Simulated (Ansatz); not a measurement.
# BF2H2N: the cost of one run

The runs use Ansatz 0.2.0, Gaussian basis; PBE0-D4/def2-TZVP structures, single points in def2-TZVPP, no counterpoise correction.

Levels: SPW92, PBE-D4, BLYP-D4, r2SCAN-D4, B97M-V, PBE0-D4, B3LYP-D4, r2SCAN0-D4, BHLYP-D4, CAM-B3LYP-D4, wB97X-V, wB97M-V, B2PLYP, PBE-QIDH, RPA on PBE, Hartree-Fock, MP2, CCSD, CCSD(T).

Correlated methods freeze the cores. B3LYP uses VWN-RPA correlation. B2PLYP carries no dispersion term here.

95 further runs of the same task are left out: 1 that didn't finish, 94 set aside as unsound or not needed.

### 1 The starting structure

The complex: 9 atoms, charge 0, spin multiplicity 1.

Atoms are counted from 1 here; the program's logs count them from 0.

Bond lengths: B1–N2 1.388 Å, B1–F3 1.336 Å, B1–F4 1.330 Å, N2–H7 1.003 Å, N2–H8 1.008 Å, H5–S6 1.342 Å, S6–H9 1.343 Å. Angles: N2–B1–F3 121.1°, N2–B1–F4 122.0°, F3–B1–F4 117.0°, B1–N2–H7 122.3°, B1–N2–H8 121.9°, H7–N2–H8 115.8°, H5–S6–H9 92.3°.

Coordinates:

```xyz
9

B    -0.8068   -0.2957   -1.2257
N     0.1879    0.6535   -1.0333
F    -1.0906   -1.1981   -0.2823
F    -1.5191   -0.3516   -2.3473
H     0.3149    0.4972    2.8043
S     1.3079   -0.2056    2.2381
H     0.4204    1.3357   -1.7315
H     0.7302    0.6920   -0.1840
H     0.4551   -1.1274    1.7616
```

Its parts: BF₂H₂N holds atoms 1, 2, 3, 4, 7, 8; H₂S holds atoms 5, 6, 9. Each part counts its atoms afresh in its own runs.

### 2 Relaxing BF₂H₂N alone

Input file relax-a/in.yaml:

```yaml
crystal:
  periodic: [false, false, false]
  atoms:
    - {symbol: B, position_ang: [-0.806777, -0.295685, -1.225678]}
    - {symbol: N, position_ang: [0.187908, 0.653481, -1.033277]}
    - {symbol: F, position_ang: [-1.090585, -1.198096, -0.282257]}
    - {symbol: F, position_ang: [-1.519075, -0.351642, -2.347300]}
    - {symbol: H, position_ang: [0.420401, 1.335656, -1.731517]}
    - {symbol: H, position_ang: [0.730156, 0.692041, -0.183992]}
basis:
  gaussian: {orbitals: def2-TZVP}
hamiltonian: {xc: pbe0, dispersion: d4}
relax: {f_tol: 0.005, max_steps: 200}
```

The run is started by

```bash
$ ansatz run in.yaml --threads 4 --pin off --events-out ev --progress --plain --max-ram 9574MiB
```

**Question.** How long does this run take on 4 threads of Arm Neoverse V2, shared host?

About 4.2 s.
